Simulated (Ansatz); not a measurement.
# C2H8O2Sn: small, medium and large basis sets

How large a basis does C2H8O2Sn need? Two functionals are run in growing sets.

Program: Ansatz 0.2.0, Gaussian basis. Level of theory: one geometry, several basis sets. These are calculated values, not measurements.

The runs, in order: PBE0-D4/def2-SVP; ωB97M-V/def2-SVP; PBE0-D4/def2-QZVPP; ωB97M-V/def2-QZVPP; the functionals' def2-TZVPP values are taken from earlier runs.

### Step 1. Structure used throughout

All runs share one geometry, relaxed beforehand with PBE0-D4 in a triple-zeta def2 set. Sn takes the def2 core potential; no spin-orbit term is included.

SMILES `[CH3][Sn]([CH3])([OH])[OH]`, 13 atoms, charge 0, spin multiplicity 1.

Atoms are counted from 1 here; the program's logs count them from 0.

Bond lengths: C1–Sn2 2.124 Å, C1–H6 1.090 Å, C1–H7 1.090 Å, C1–H8 1.090 Å, Sn2–C3 2.124 Å, Sn2–O4 1.973 Å, Sn2–O5 1.972 Å, C3–H9 1.090 Å, C3–H10 1.090 Å, C3–H11 1.090 Å, O4–H12 0.960 Å, O5–H13 0.960 Å. Angles: Sn2–C1–H6 110.0°, Sn2–C1–H7 108.8°, Sn2–C1–H8 110.1°, H6–C1–H7 109.0°, H6–C1–H8 109.4°, H7–C1–H8 109.6°, C1–Sn2–C3 120.8°, C1–Sn2–O4 111.5°, C1–Sn2–O5 103.0°, C3–Sn2–O4 103.0°, C3–Sn2–O5 111.4°, O4–Sn2–O5 106.4°, Sn2–C3–H9 110.1°, Sn2–C3–H10 108.8°, Sn2–C3–H11 110.0°, H9–C3–H10 109.6°, H9–C3–H11 109.4°, H10–C3–H11 109.0° and more.

### Step 2. PBE0-D4 in def2-SVP

Contents of in.yaml:

```yaml
crystal:
  periodic: [false, false, false]
  atoms:
    - {symbol: C, position_ang: [-1.939147, 0.489135, 0.101777]}
    - {symbol: Sn, position_ang: [0.104914, 0.028514, -0.245453]}
    - {symbol: C, position_ang: [1.344624, -0.674533, 1.329287]}
    - {symbol: O, position_ang: [0.305695, -1.365426, -1.626533]}
    - {symbol: O, position_ang: [0.810077, 1.695606, -1.029159]}
    - {symbol: H, position_ang: [-2.032814, 1.141652, 0.970038]}
    - {symbol: H, position_ang: [-2.335806, 1.004262, -0.773067]}
    - {symbol: H, position_ang: [-2.505741, -0.425718, 0.274600]}
    - {symbol: H, position_ang: [1.543558, 0.129431, 2.037634]}
    - {symbol: H, position_ang: [2.284333, -1.027322, 0.904577]}
    - {symbol: H, position_ang: [0.857790, -1.500670, 1.847715]}
    - {symbol: H, position_ang: [-0.137306, -1.153688, -2.451077]}
    - {symbol: H, position_ang: [1.720021, 1.623955, -1.325439]}
basis:
  gaussian: {orbitals: def2-SVP}
hamiltonian: {xc: pbe0, dispersion: d4}
output: {orbitals: {seedname: orbitals}}
```

Started as:

```console
ansatz run in.yaml --threads 4 --pin off --events-out ev --progress --plain --max-ram 11315MiB
```

The runs that follow: ωB97M-V in def2-SVP; PBE0-D4 in def2-QZVPP; ωB97M-V in def2-QZVPP.

Q: Predict the results of all the runs planned. Wanted: PBE0-D4: double and triple zeta above quadruple; ωB97M-V: double and triple zeta above quadruple.

The runs gave:

```
                                       quantity          value
PBE0-D4: double and triple zeta above quadruple  8.74, 0.46 eV
ωB97M-V: double and triple zeta above quadruple  9.04, 0.44 eV
```

What this shows: PBE0-D4 gains 8.29 eV from double to triple zeta, then 0.46 eV more. These are total energies; as a rule much of such shifts cancels in differences, which this series doesn't test. The LUMO of ωB97M-V is positive and keeps falling with the basis (2.15 to 0.99 eV): an unbound level that the basis holds in place.
